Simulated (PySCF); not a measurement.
# C5H2N2OSe: vibronic structure

What do calculations give for the vibronic structure of C5H2N2OSe (`N#Cc1c[se]c(C=O)n1`)?

Computed with PySCF 2.14.0 and routines of our own; the level stands in each step. Atoms count from 0.

## Step 1: The starting structure

11 atoms, charge 0, multiplicity 1; geometry from: GFN2-xTB.

## Step 2: Vibronic structure: TDDFT B3LYP/cc-pVDZ

The job: settings as JSON, then the geometry in Å.

```
{"job": {"kind": "vib", "xc": "B3LYP", "basis": "cc-pVDZ", "tda": false}, "charge": 0, "multiplicity": 1}
N      2.013354     2.390294     1.863818
C      1.486982     1.589325     1.237068
C      0.867665     0.585516     0.458454
C      1.571968    -0.465856    -0.105017
Se     0.475536    -1.590073    -1.051626
C     -0.876750    -0.360222    -0.490985
C     -2.230398    -0.637002    -0.925925
O     -2.484016    -1.598433    -1.608633
N     -0.459475     0.617303     0.232333
H      2.632754    -0.612089    -0.004169
H     -2.992196     0.083908    -0.591360
```

Level: TDDFT B3LYP/cc-pVDZ vertical-gradient vibronic structure (displaced harmonic oscillators, Condon), gas phase.

Started as:

```
$ OMP_NUM_THREADS=1 python excited_run.py task.json out
```

The driver reads the jobs from task.json and runs them one after another.

The log of the run:

```text
final grid: 53600 points
cycle   1  E = -2777.8160377397  dE =  1.061e+00  |g| = 8.992e-01  |ddm| = 7.345e+00
cycle   2  E = -2776.8280116076  dE =  9.880e-01  |g| = 2.263e+00  |ddm| = 4.279e+00
cycle   3  E = -2777.9827698478  dE = -1.155e+00  |g| = 2.006e-01  |ddm| = 3.234e+00
cycle   4  E = -2777.9817596097  dE =  1.010e-03  |g| = 2.151e-01  |ddm| = 5.919e-01
cycle   5  E = -2777.9936486448  dE = -1.189e-02  |g| = 3.735e-02  |ddm| = 3.314e-01
cycle   6  E = -2777.9939066389  dE = -2.580e-04  |g| = 1.912e-02  |ddm| = 7.347e-02
cycle   7  E = -2777.9939809678  dE = -7.433e-05  |g| = 6.785e-03  |ddm| = 2.860e-02
cycle   8  E = -2777.9939896339  dE = -8.666e-06  |g| = 2.304e-03  |ddm| = 1.060e-02
cycle   9  E = -2777.9939908457  dE = -1.212e-06  |g| = 7.852e-04  |ddm| = 4.217e-03
cycle  10  E = -2777.9939909523  dE = -1.066e-07  |g| = 3.999e-04  |ddm| = 1.660e-03
cycle  11  E = -2777.9939909899  dE = -3.761e-08  |g| = 1.425e-04  |ddm| = 7.705e-04
cycle  12  E = -2777.9939909957  dE = -5.794e-09  |g| = 3.751e-05  |ddm| = 3.209e-04
cycle  13  E = -2777.9939909961  dE = -3.611e-10  |g| = 1.788e-05  |ddm| = 8.474e-05
converged SCF energy = -2777.9939909961

Singlet excitations (eV, f): 3.416 (0.0002)  4.050 (0.0792)  4.331 (0.0000)  5.107 (0.0341)  5.491 (0.0000)  5.541 (0.0001)

State S1  3.4165 eV  f = 0.00016  H-1->L 0.95
  relaxed dipole 4.591 D, largest gradient of the excitation energy 0.0663 Eh/bohr
  mode    cm-1        S   lambda/meV  Raman
   24   1713.2    0.5574     118.4   1.000
   23   1535.1    0.3032      57.7   0.437
   19   1113.7    0.2571      35.5   0.195
    2    105.4    1.6954      22.2   0.012
    4    149.9    1.0867      20.2   0.015
   13    692.5    0.2303      19.8   0.067
   20   1292.4    0.0892      14.3   0.091
   17    974.3    0.0456       5.5   0.026
   21   1325.9    0.0252       4.1   0.027
   18   1068.2    0.0239       3.2   0.017
   11    559.3    0.0256       1.8   0.005
   15    753.2    0.0132       1.2   0.005
  reorganisation energy 0.3051 eV, total S 4.372, 0-0 3.1113 eV
  absorption maximum 3.351 eV, width 0.494 eV

State S2  4.0501 eV  f = 0.07923  H->L 0.94
  relaxed dipole 3.042 D, largest gradient of the excitation energy 0.0494 Eh/bohr
  mode    cm-1        S   lambda/meV  Raman
    9    479.8    1.6633      98.9   0.936
    2    105.4    5.2327      68.4   0.142
   11    559.3    0.8464      58.7   0.647
    8    436.9    0.8124      44.0   0.379
    6    361.9    0.6992      31.4   0.224
   24   1713.2    0.1394      29.6   1.000
    4    149.9    1.5329      28.5   0.084
   19   1113.7    0.1871      25.8   0.567
   13    692.5    0.2065      17.7   0.242
   22   1406.1    0.0860      15.0   0.416
   17    974.3    0.1062      12.8   0.247
   21   1325.9    0.0575       9.4   0.247
  reorganisation energy 0.4568 eV, total S 11.654, 0-0 3.5933 eV

State S4  5.1069 eV  f = 0.03412  H-2->L 0.85, H->L+1 0.09
  relaxed dipole 3.668 D, largest gradient of the excitation energy 0.0441 Eh/bohr
  mode    cm-1        S   lambda/meV  Raman
   15    753.2    1.4516     135.6   1.000
   23   1535.1    0.2852      54.3   0.816
    4    149.9    2.6124      48.6   0.071
    2    105.4    3.2925      43.0   0.044
    8    436.9    0.5892      31.9   0.137
    6    361.9    0.6321      28.4   0.101
   24   1713.2    0.1222      26.0   0.435
   19   1113.7    0.1386      19.1   0.209
   11    559.3    0.1082       7.5   0.041
   21   1325.9    0.0284       4.7   0.061
   20   1292.4    0.0289       4.6   0.059
   18   1068.2    0.0264       3.5   0.037
  reorganisation energy 0.4117 eV, total S 9.351, 0-0 4.6952 eV
  absorption maximum 5.051 eV, width 0.484 eV

State T1  2.8306 eV  f = 0.00000  H->L 0.93
  relaxed dipole 2.303 D, largest gradient of the excitation energy 0.0591 Eh/bohr
  mode    cm-1        S   lambda/meV  Raman
   21   1325.9    0.9106     149.7   1.000
   23   1535.1    0.2981      56.7   0.439
    6    361.9    0.9599      43.1   0.079
    8    436.9    0.7165      38.8   0.085
    9    479.8    0.5655      33.6   0.081
    2    105.4    2.2269      29.1   0.015
   24   1713.2    0.1282      27.2   0.235
   11    559.3    0.3658      25.4   0.071
   13    692.5    0.2907      25.0   0.087
   22   1406.1    0.1202      21.0   0.148
   19   1113.7    0.1149      15.9   0.089
   17    974.3    0.1187      14.3   0.070
  reorganisation energy 0.4943 eV, total S 7.229, 0-0 2.3363 eV
  absorption maximum 2.780 eV, width 0.600 eV
```

It took 52 s on 1 thread of INTEL XEON PLATINUM 8581C at 2.10GHz, shared host; peak memory 0.84 GiB.

The fields below are evaluated on a grid from the run's orbitals.

Frontier orbitals at B3LYP/cc-pVDZ, with the share of their density that lies nearest to each atom:

| orbital | energy (eV) | lies on |
| --- | --- | --- |
| HOMO | -7.56 | C2, C5 about 19 % each; Se4 20 %; N0 15 % |
| LUMO | -3.12 | Se4 17 %; O7 16 %; C3, C5, C6 about 15 % each |

ELF in a plane through or near 11 of the atoms.

Values, 10 rows by 14 columns:
```
0.00 0.00 0.00 0.00 0.00 0.00 0.00 0.00 0.00 0.00 0.00 0.00 0.00 0.00
0.00 0.00 0.00 0.01 0.00 0.00 0.00 0.00 0.00 0.00 0.00 0.00 0.00 0.00
0.00 0.04 0.78 0.78 0.36 0.07 0.03 0.48 0.01 0.45 0.87 0.07 0.00 0.00
0.00 0.35 0.95 0.23 0.84 0.33 0.47 0.95 0.08 0.95 1.00 0.31 0.00 0.00
0.00 0.08 0.64 0.77 0.27 0.89 0.82 0.35 0.45 0.49 0.55 0.19 0.06 0.00
0.00 0.00 0.09 0.33 0.22 0.58 0.55 0.46 0.13 0.58 0.72 0.92 0.49 0.00
0.00 0.00 0.00 0.01 0.76 0.64 0.37 0.20 0.40 0.05 0.87 0.76 0.13 0.00
0.00 0.00 0.00 0.22 0.99 0.97 0.51 0.50 0.23 0.37 0.03 0.05 0.00 0.00
0.00 0.00 0.00 0.00 0.52 0.13 0.07 0.78 0.89 0.37 0.00 0.00 0.00 0.00
0.00 0.00 0.00 0.00 0.00 0.00 0.00 0.12 0.11 0.01 0.00 0.00 0.00 0.00
```
The map spans 12.0 Å across and 8.9 Å up, centred on the molecule. Atoms in the plane (x, y in Å): N0 (-3.4, 1.5), C1 (-2.4, 0.9), C2 (-1.2, 0.2), C3 (-1.1, -1.2), Se4 (0.6, -1.8), C5 (1.0, 0.0), C6 (2.4, 0.4), O7 (3.3, -0.5), N8 (0.0, 0.8), H9 (-2.0, -1.8), H10 (2.7, 1.5).

On the surface of density 0.002 e/bohr³ the electrostatic potential runs, from the 1st to the 99th percentile, from -1.56 V near N0 to 1.69 V near H9.

## Step 3: Vibronic structure: TDDFT B3LYP/6-31G

Settings changed since step 2:

```diff
@@ -1,2 +1,2 @@
-{"job": {"kind": "vib", "xc": "B3LYP", "basis": "cc-pVDZ", "tda": false}, "charge": 0, "multiplicity": 1}
+{"job": {"kind": "vib", "xc": "B3LYP", "basis": "6-31G", "tda": false}, "charge": 0, "multiplicity": 1}
 N      2.013354     2.390294     1.863818
```

Method: TDDFT B3LYP/6-31G vertical-gradient vibronic structure (displaced harmonic oscillators, Condon), gas phase.

The log of the run:

```text
final grid: 53600 points
cycle   1  E = -2777.3065887783  dE =  1.154e+00  |g| = 9.045e-01  |ddm| = 4.476e+00
cycle   2  E = -2776.2215002954  dE =  1.085e+00  |g| = 2.351e+00  |ddm| = 4.859e+00
cycle   3  E = -2777.4867179623  dE = -1.265e+00  |g| = 1.784e-01  |ddm| = 3.928e+00
cycle   4  E = -2777.4846941588  dE =  2.024e-03  |g| = 2.040e-01  |ddm| = 4.571e-01
cycle   5  E = -2777.4951774233  dE = -1.048e-02  |g| = 3.488e-02  |ddm| = 2.611e-01
cycle   6  E = -2777.4953792962  dE = -2.019e-04  |g| = 1.599e-02  |ddm| = 5.216e-02
cycle   7  E = -2777.4954298189  dE = -5.052e-05  |g| = 6.857e-03  |ddm| = 1.871e-02
cycle   8  E = -2777.4954386573  dE = -8.838e-06  |g| = 2.241e-03  |ddm| = 8.480e-03
cycle   9  E = -2777.4954397951  dE = -1.138e-06  |g| = 7.900e-04  |ddm| = 3.111e-03
cycle  10  E = -2777.4954398711  dE = -7.600e-08  |g| = 4.988e-04  |ddm| = 1.615e-03
cycle  11  E = -2777.4954399393  dE = -6.821e-08  |g| = 8.340e-05  |ddm| = 7.617e-04
cycle  12  E = -2777.4954399411  dE = -1.784e-09  |g| = 2.747e-05  |ddm| = 1.696e-04
cycle  13  E = -2777.4954399413  dE = -2.301e-10  |g| = 9.080e-06  |ddm| = 5.796e-05
converged SCF energy = -2777.4954399413

Singlet excitations (eV, f): 3.381 (0.0001)  4.149 (0.0791)  4.246 (0.0003)  5.234 (0.0538)  5.567 (0.0005)  5.620 (0.0000)

State S1  3.3814 eV  f = 0.00008  H-1->L 0.94
  relaxed dipole 4.143 D, largest gradient of the excitation energy 0.0610 Eh/bohr
  mode    cm-1        S   lambda/meV  Raman
   24   1713.2    0.4876     103.6   1.000
   23   1535.1    0.2402      45.7   0.396
   19   1113.7    0.2525      34.9   0.219
   13    692.5    0.1641      14.1   0.055
    2    105.4    0.8973      11.7   0.007
    4    149.9    0.5924      11.0   0.009
   20   1292.4    0.0612       9.8   0.071
   17    974.3    0.0314       3.8   0.021
   21   1325.9    0.0215       3.5   0.026
   18   1068.2    0.0238       3.1   0.019
   15    753.2    0.0170       1.6   0.007
   11    559.3    0.0107       0.7   0.002
  reorganisation energy 0.2442 eV, total S 2.809, 0-0 3.1372 eV
  absorption maximum 3.159 eV, width 0.428 eV

State S2  4.1489 eV  f = 0.07906  H->L 0.93
  relaxed dipole 3.459 D, largest gradient of the excitation energy 0.0499 Eh/bohr
  mode    cm-1        S   lambda/meV  Raman
    9    479.8    1.8717     111.3   1.000
   11    559.3    0.9479      65.7   0.688
    2    105.4    4.7731      62.4   0.123
    8    436.9    0.7756      42.0   0.344
    6    361.9    0.7706      34.6   0.234
   24   1713.2    0.1438      30.5   0.980
    4    149.9    1.5537      28.9   0.081
   19   1113.7    0.2028      28.0   0.584
   13    692.5    0.2034      17.5   0.226
   22   1406.1    0.0925      16.1   0.425
   17    974.3    0.1168      14.1   0.257
   25   2378.7    0.0263       7.8   0.346
  reorganisation energy 0.4708 eV, total S 11.558, 0-0 3.6781 eV
  absorption maximum 4.104 eV, width 0.478 eV

State S4  5.2345 eV  f = 0.05379  H-3->L 0.86
  relaxed dipole 3.952 D, largest gradient of the excitation energy 0.0454 Eh/bohr
  mode    cm-1        S   lambda/meV  Raman
   15    753.2    1.7465     163.1   1.000
   23   1535.1    0.2983      56.8   0.709
    4    149.9    2.8120      52.3   0.064
    2    105.4    3.3037      43.2   0.037
    8    436.9    0.6866      37.2   0.132
    6    361.9    0.7844      35.2   0.104
   24   1713.2    0.1325      28.1   0.393
   19   1113.7    0.1265      17.5   0.158
   11    559.3    0.1025       7.1   0.032
   20   1292.4    0.0310       5.0   0.052
   18   1068.2    0.0371       4.9   0.043
   21   1325.9    0.0193       3.2   0.034
  reorganisation energy 0.4589 eV, total S 10.123, 0-0 4.7756 eV
  absorption maximum 5.182 eV, width 0.510 eV

State T1  2.8923 eV  f = 0.00000  H-1->L 0.90
  relaxed dipole 4.270 D, largest gradient of the excitation energy 0.0695 Eh/bohr
  mode    cm-1        S   lambda/meV  Raman
   24   1713.2    0.6509     138.3   1.000
   23   1535.1    0.2129      40.5   0.263
   19   1113.7    0.1872      25.9   0.122
    2    105.4    0.7641      10.0   0.004
   20   1292.4    0.0570       9.1   0.050
    4    149.9    0.4735       8.8   0.006
   13    692.5    0.0580       5.0   0.015
   17    974.3    0.0277       3.3   0.014
   15    753.2    0.0241       2.3   0.007
   18   1068.2    0.0152       2.0   0.009
  reorganisation energy 0.2484 eV, total S 2.501, 0-0 2.6438 eV
  absorption maximum 2.866 eV, width 0.456 eV
```

Wall time 28 s (1 thread of INTEL XEON PLATINUM 8581C at 2.10GHz, shared host); peak memory 0.85 GiB.

## Step 4: What came out

```
                                                                                     quantity                      value
S1: vertical, reorganisation, 0-0, total S (step 2, TDDFT B3LYP/cc-pVDZ, modes from GFN2-xTB)   3.42, 0.31, 3.11 eV; 4.4
S2: vertical, reorganisation, 0-0, total S (step 2, TDDFT B3LYP/cc-pVDZ, modes from GFN2-xTB)  4.05, 0.46, 3.59 eV; 11.7
S4: vertical, reorganisation, 0-0, total S (step 2, TDDFT B3LYP/cc-pVDZ, modes from GFN2-xTB)   5.11, 0.41, 4.70 eV; 9.4
                   potential on the surface of density 0.002 e/bohr³, 1st and 99th percentile         -1.56 V and 1.69 V
  S1: vertical, reorganisation, 0-0, total S (step 3, TDDFT B3LYP/6-31G, modes from GFN2-xTB)   3.38, 0.24, 3.14 eV; 2.8
  S2: vertical, reorganisation, 0-0, total S (step 3, TDDFT B3LYP/6-31G, modes from GFN2-xTB)  4.15, 0.47, 3.68 eV; 11.6
  S4: vertical, reorganisation, 0-0, total S (step 3, TDDFT B3LYP/6-31G, modes from GFN2-xTB)  5.23, 0.46, 4.78 eV; 10.1
```

Steps that list no spin-orbit terms leave them out, which matters at and beside the heavy atoms. In step 2 the harmonic model is doubtful. The vibronic model keeps the ground-state modes (from xTB) and shifts them along the gradient alone, so it can miss much of the relaxation that a full optimisation finds. At B3LYP/cc-pVDZ, counted by nearest atom on the grid, the HOMO lies on C2, C5 about 19 % each; Se4 20 %, the LUMO on Se4 17 %; O7 16 %. Some states lie very close; unless symmetry makes them partners, their order is unsure.
